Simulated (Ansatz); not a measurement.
**Si3Ge2H12: taking an electron away**

An exercise on one series of results from a longer session: the logs are not shown, and one member is left open.

Program: Ansatz 0.2.0, Gaussian basis. Level of theory: unrestricted cation, the program's frozen cores in correlated methods. These are calculated values, not measurements.

Plan: UKS PBE-D4/def2-TZVPP; UKS r2SCAN-D4/def2-TZVPP; UKS PBE0-D4/def2-TZVPP; UKS B3LYP-D4/def2-TZVPP; UKS wB97X-V/def2-TZVPP; UKS wB97M-V/def2-TZVPP; UKS B2PLYP/def2-TZVPP; UHF-CCSD(T)/def2-TZVPP; UHF-MP2/def2-QZVPP; extrapolation to the limit; then −ε(HOMO) from the neutral's earlier runs with LDA (SPW92), PBE-D4, revPBE-D4, BLYP-D4, r2SCAN-D4, B97M-V, PBE0-D4, B3LYP-D4, r2SCANh-D4, r2SCAN0-D4, HSE06-D4, BHLYP-D4, CAM-B3LYP-D4, LC-ωPBE, ωB97X-V, ωB97M-V.

### The relaxed structure

An earlier PBE0-D4 in a triple-zeta def2 set relaxation fixed the geometry.

SMILES `[SiH3][GeH2][SiH2][SiH2][GeH3]`, 17 atoms, charge 0, spin multiplicity 1.

Atoms are counted from 1 here; the program's logs count them from 0.

Bond lengths: Si1–Ge2 2.379 Å, Si1–H6 1.487 Å, Si1–H7 1.487 Å, Si1–H8 1.487 Å, Ge2–Si3 2.383 Å, Ge2–H9 1.541 Å, Ge2–H10 1.541 Å, Si3–Si4 2.336 Å, Si3–H11 1.489 Å, Si3–H12 1.490 Å, Si4–Ge5 2.380 Å, Si4–H13 1.489 Å, Si4–H14 1.490 Å, Ge5–H15 1.538 Å, Ge5–H16 1.538 Å, Ge5–H17 1.538 Å. Angles: Ge2–Si1–H6 109.7°, Ge2–Si1–H7 111.2°, Ge2–Si1–H8 109.4°, H6–Si1–H7 108.9°, H6–Si1–H8 108.6°, H7–Si1–H8 108.9°, Si1–Ge2–Si3 110.0°, Si1–Ge2–H9 110.2°, Si1–Ge2–H10 109.2°, Si3–Ge2–H9 110.6°, Si3–Ge2–H10 109.0°, H9–Ge2–H10 107.7°, Ge2–Si3–Si4 108.3°, Ge2–Si3–H11 110.2°, Ge2–Si3–H12 109.3°, Si4–Si3–H11 109.9°, Si4–Si3–H12 110.6°, H11–Si3–H12 108.4° and more.

The first run:

The input, in.yaml:

```yaml
crystal:
  periodic: [false, false, false]
  atoms:
    - {symbol: Si, position_ang: [0.177341, 2.642917, 0.325603]}
    - {symbol: Ge, position_ang: [-1.050830, 1.242784, -1.154828]}
    - {symbol: Si, position_ang: [0.274505, -0.631549, -1.793078]}
    - {symbol: Si, position_ang: [1.226682, -1.545603, 0.133902]}
    - {symbol: Ge, position_ang: [-0.475198, -1.953781, 1.747252]}
    - {symbol: H, position_ang: [1.441001, 3.077989, -0.326778]}
    - {symbol: H, position_ang: [-0.609085, 3.846768, 0.703848]}
    - {symbol: H, position_ang: [0.516847, 1.883214, 1.558142]}
    - {symbol: H, position_ang: [-1.495093, 2.039778, -2.396069]}
    - {symbol: H, position_ang: [-2.320091, 0.738897, -0.441119]}
    - {symbol: H, position_ang: [-0.570669, -1.651284, -2.474197]}
    - {symbol: H, position_ang: [1.333330, -0.187065, -2.741877]}
    - {symbol: H, position_ang: [1.953559, -2.811176, -0.163394]}
    - {symbol: H, position_ang: [2.200107, -0.569242, 0.698699]}
    - {symbol: H, position_ang: [0.106665, -2.566695, 3.032142]}
    - {symbol: H, position_ang: [-1.528981, -2.919729, 1.179306]}
    - {symbol: H, position_ang: [-1.180091, -0.636222, 2.112434]}
basis:
  gaussian: {orbitals: def2-TZVPP}
total_charge: 1
magnetization: {spin_polarized: true, initial_magnetization: 1}
hamiltonian: {xc: pbe, dispersion: d4}
```

Among the steps run: Cation, UKS PBE-D4/def2-TZVPP; Cation, UKS r2SCAN-D4/def2-TZVPP; Cation, UKS PBE0-D4/def2-TZVPP; Cation, UKS B3LYP-D4/def2-TZVPP; Cation, UKS wB97X-V/def2-TZVPP; Cation, UKS wB97M-V/def2-TZVPP; Cation, UKS B2PLYP (frozen core)/def2-TZVPP; Cation, UHF-CCSD(T)/def2-TZVPP; Cation, UHF-MP2/def2-QZVPP.

One of the session's tables, all rows but one given; the rest of the session is left out.

Orbital estimates, from the neutral's runs:

| functional | −ε(HOMO) (eV) |
| --- | --- |
| LDA (SPW92) | 6.90 |
| PBE-D4 | 6.80 |
| revPBE-D4 | 6.76 |
| BLYP-D4 | 6.63 |
| r2SCAN-D4 | 7.05 |
| B97M-V | 7.18 |
| PBE0-D4 | 7.82 |
| B3LYP-D4 | 7.61 |
| r2SCANh-D4 | ? |
| r2SCAN0-D4 | 7.98 |
| HSE06-D4 | 7.43 |
| BHLYP-D4 | 8.70 |
| CAM-B3LYP-D4 | 9.00 |
| LC-ωPBE | 10.28 |
| ωB97X-V | 9.97 |
| ωB97M-V | 9.76 |

Estimate the missing values for r2SCANh-D4.

Worked estimate for «−ε(HOMO) (eV)». Against the share of exact exchange, r2SCAN-D4 (0, 7.05), r2SCAN0-D4 (0.25, 7.98) give a slope of 3.72 per unit share; at 0.1 the line stands at 7.42.

As computed: −ε(HOMO) (eV): 7.42. In «−ε(HOMO) (eV)» the line misses by 0.00.
